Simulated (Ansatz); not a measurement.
# W (bcc type): the cost of one run

Computed with Ansatz 0.2.0 (DFT, PBE, all-electron LAPW, scalar-relativistic, unless a step's input says otherwise).

### 1 Starting point

The structure is cubic, space group Im-3m (No. 229). The conventional cell has a = 3.183 Å, b = 3.183 Å, c = 3.183 Å, α = 90.00°, β = 90.00°, γ = 90.00°. W (site symmetry m-3m) is surrounded by 8 W at 2.76 Å.

As a file:

```
W
1.0
     3.18342    0.00000    0.00000
     0.00000    3.18342    0.00000
     0.00000    0.00000    3.18342
W
2
Direct
  0.00000 0.00000 0.00000
  0.50000 0.50000 0.50000
```

Atoms are numbered in the order of the input: W1, W2.

### 2 Bulk in the slab's orientation, LAPW

Input file input.yaml:

```yaml
crystal:
  lattice:
    - [3.1834185694, 0.0, 0.0]
    - [0.0, 3.1834185694, 0.0]
    - [0.0, 0.0, 3.1834185694]
  atoms:
    - { symbol: W, position: [0.0, 0.0, 0.0] }
    - { symbol: W, position: [0.5, 0.5, 0.5] }
kpoints:
  mp_grid: { grid: [11, 11, 11] }
scf:
  occupations: { method: fermi_dirac, width: 0.08 }
hamiltonian:
  xc: pbe
  pseudopotentials: { kind: all_electron, lapw: { basis_error: 0.001 } }
output:
  forces: true
  stress: true
  eigenvalues: true
```

Run with:

```console
ansatz run input.yaml --threads 2 --pin off --max-ram 5120MiB --backend cpu --events-out ev --progress --plain --runs-dir out
```

**Question.** How long does this run take on 2 threads of Arm Neoverse V2, shared host, and how much memory does it need?

About 14 s, with a peak of 0.42 GiB.
